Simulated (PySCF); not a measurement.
# Ways to converge the SCF of InSi (quartet)

The same problem is solved with other solver options, one edit a run.

Computed with PySCF 2.14.0. Level: method and basis as typed in the scripts.

1 further run of the same task is left out (it didn't finish).

### 1 Where the work starts

InSi (quartet): 2 atoms, charge 0, spin multiplicity 4.

Bond lengths: In1–Si2 2.380 Å.

### 2 Base script

input.py reads:

```python
from pyscf import gto, scf, mp

mol = gto.M(
    atom='In 0 0 0; Si 0 0 2.38',
    basis='sbkjc',
    ecp={'In': 'sbkjc', 'Si': 'sbkjc'},
    charge=0,
    spin=3,
    verbose=4,
)
mf = scf.UHF(mol)
mf.kernel()
mp.MP2(mf, frozen=4).kernel()
mf.dip_moment()
print('orbital energies (hartree):', [e[max(0, n-3):n+3].round(4) for e, n in zip(mf.mo_energy, mol.nelec)])
```

Started as:

```sh
$ python input.py
```

The log of this run is left out.

In short: E(SCF) = -191.942144 Eh, E(MP2) − E(SCF) = -0.14373 Eh, ⟨S²⟩ = 3.765, μ = 2.03 D (of the SCF density).

The bond length is a typed value, not an optimised one. The quartet is typed in the script; nothing here shows that it is the ground state.

### 3 Convergence threshold 0.001 hartree

Edit 1 changes convergence threshold: default → 0.001 hartree.

input.py reads:

```python
from pyscf import gto, scf, mp

mol = gto.M(
    atom='In 0 0 0; Si 0 0 2.38',
    basis='sbkjc',
    ecp={'In': 'sbkjc', 'Si': 'sbkjc'},
    charge=0,
    spin=3,
    verbose=4,
)
mf = scf.UHF(mol)
mf.conv_tol = 0.001
mf.kernel()
mp.MP2(mf, frozen=4).kernel()
mf.dip_moment()
print('orbital energies (hartree):', [e[max(0, n-3):n+3].round(4) for e, n in zip(mf.mo_energy, mol.nelec)])
```

Started as:

```sh
$ python input.py
```

### 4 DIIS space 12

Edit 2 changes DIIS space: default → 12.

Edit input.py of step 2 so:

```diff
@@ -11,2 +11,3 @@
 mf = scf.UHF(mol)
+mf.diis_space = 12
 mf.kernel()
```

### 5 Initial guess 1e

Edit 3 changes initial guess: minao → 1e.

Edit input.py of step 2 so:

```diff
@@ -11,2 +11,3 @@
 mf = scf.UHF(mol)
+mf.init_guess = '1e'
 mf.kernel()
```

### 6 Convergence threshold 1e-05 hartree

Edit 4 changes convergence threshold: default → 1e-05 hartree.

Edit input.py of step 2 so:

```diff
@@ -11,2 +11,3 @@
 mf = scf.UHF(mol)
+mf.conv_tol = 1e-05
 mf.kernel()
```

### 7 Smearing width 0.2 hartree

Edit 5 changes smearing width: none → 0.2 hartree; step after the SCF: mp2 → none.

Edit input.py of step 2 so:

```diff
@@ -1,2 +1,2 @@
-from pyscf import gto, scf, mp
+from pyscf import gto, scf
 
@@ -11,4 +11,4 @@
 mf = scf.UHF(mol)
+mf = scf.addons.smearing_(mf, sigma=0.2, method='fermi')
 mf.kernel()
-mp.MP2(mf, frozen=4).kernel()
 mf.dip_moment()
```

**Question.** What will these runs give? Wanted: for each run, E(SCF); from base; gap, α spin; SCF dipole; after the SCF.

**Answer**, as computed:

```csv
run,E(SCF) (hartree),from base (eV),cycles,"gap, α spin (eV)",SCF dipole (D),after the SCF
base,-191.942144,0,16,8.70,2.03,"MP2 correlation -3.911 eV, core frozen"
convergence threshold 0.001 hartree,-191.942116,not comparable,10,8.71,2.10,"MP2 correlation -3.918 eV, core frozen"
DIIS space 12,-191.942144,0.0000,16,8.70,2.03,"MP2 correlation -3.911 eV, core frozen"
initial guess 1e,-191.942144,0.0000,17,8.70,2.03,"MP2 correlation -3.911 eV, core frozen"
convergence threshold 1e-05 hartree,-191.942144,0.0000,12,8.70,2.03,"MP2 correlation -3.911 eV, core frozen"
smearing width 0.2 hartree (poor choice),-190.661762,not comparable,14,n/a,1.80,n/a
```

Distance from each run's final energy (log10 hartree) by cycle:

```csv
run,cycle 1,cycle 2,cycle 3,cycle 5,cycle 8,cycle 12
base,1.2,1.0,-0.6,-1.8,-2.6,-7.2
convergence threshold 0.001 hartree,1.2,1.0,-0.6,-1.8,-2.6,done
DIIS space 12,1.2,1.0,-0.6,-1.8,-2.6,-7.3
initial guess 1e,1.8,1.4,-0.5,-1.9,-2.7,-6.1
convergence threshold 1e-05 hartree,1.2,1.0,-0.6,-1.8,-2.6,-7.4
smearing width 0.2 hartree (poor choice),1.2,1.0,-0.3,-2.1,-3.5,-8.0
```

What this shows: The SCF energy stays the same, to the digits that matter, with DIIS space 12 or initial guess 1e or convergence threshold 1e-05 hartree. With DIIS space 12, initial guess 1e the path hardly changes: 16 to 17 cycles against 16. Rows marked «poor choice» come from settings spoiled on purpose.
